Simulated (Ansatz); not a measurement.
# Sb3Se: the cost of one run

Method: DFT PBE, scalar-relativistic, plane waves, PAW, in Ansatz 0.2.0.

## 1. The starting structure

It takes space group P4/mmm (No. 123, tetragonal). Conventional cell: a = 3.845 Å, b = 3.845 Å, c = 10.041 Å, α = 90.00°, β = 90.00°, γ = 90.00°. Sb (site symmetry 4mm) has 4 Se at 3.60 Å and 8 Sb at 3.81 to 3.85 Å as nearest neighbours. Around Sb (site symmetry 4/mmm) lie 12 Sb at 3.81 to 3.85 Å. Se (site symmetry 4/mmm) is surrounded by 8 Sb at 3.60 Å.

As a file:

```
Sb Se
1.0
     3.84504    0.00000    0.00000
     0.00000    3.84504    0.00000
     0.00000    0.00000   10.04138
Sb Se
3 1
Direct
  0.50000 0.50000 0.76545
  0.00000 0.00000 0.50000
  0.50000 0.50000 0.23455
  0.00000 0.00000 0.00000
```

The cell is invented: species swapped into a database cell of Dy3Mg (P4/mmm, No. 123), with Sb on the Dy sites and Se on the Mg sites. The dimensions are guesses.

## 2. Probe: one point on a coarse mesh

input.yaml reads:

```yaml
crystal:
  lattice:
    - [3.84504462, 0.0, 0.0]
    - [0.0, 3.84504462, 0.0]
    - [0.0, 0.0, 10.04137852]
  atoms:
    - { symbol: Sb, position: [0.5, 0.5, 0.76545179] }
    - { symbol: Sb, position: [0.0, 0.0, 0.5] }
    - { symbol: Sb, position: [0.5, 0.5, 0.23454821] }
    - { symbol: Se, position: [0.0, 0.0, 0.0] }
basis:
  ecutwfc: 420
kpoints:
  mp_grid: { grid: [4, 4, 2] }
hamiltonian:
  xc: pbe
scf:
  occupations: { method: gaussian, width: 0.1 }
  lower_state_search: "off"
output:
  forces: true
  stress: true
  eigenvalues: true
```

The run is started by

```bash
ansatz run input.yaml --threads 1 --pin off --max-ram 2560MiB --backend cpu --events-out ev --progress --plain --runs-dir out
```

**Question.** How long does this run take on 1 thread of Arm Neoverse V1, shared host, and how much memory does it need?

About 4.6 s, with a peak of 0.38 GiB.
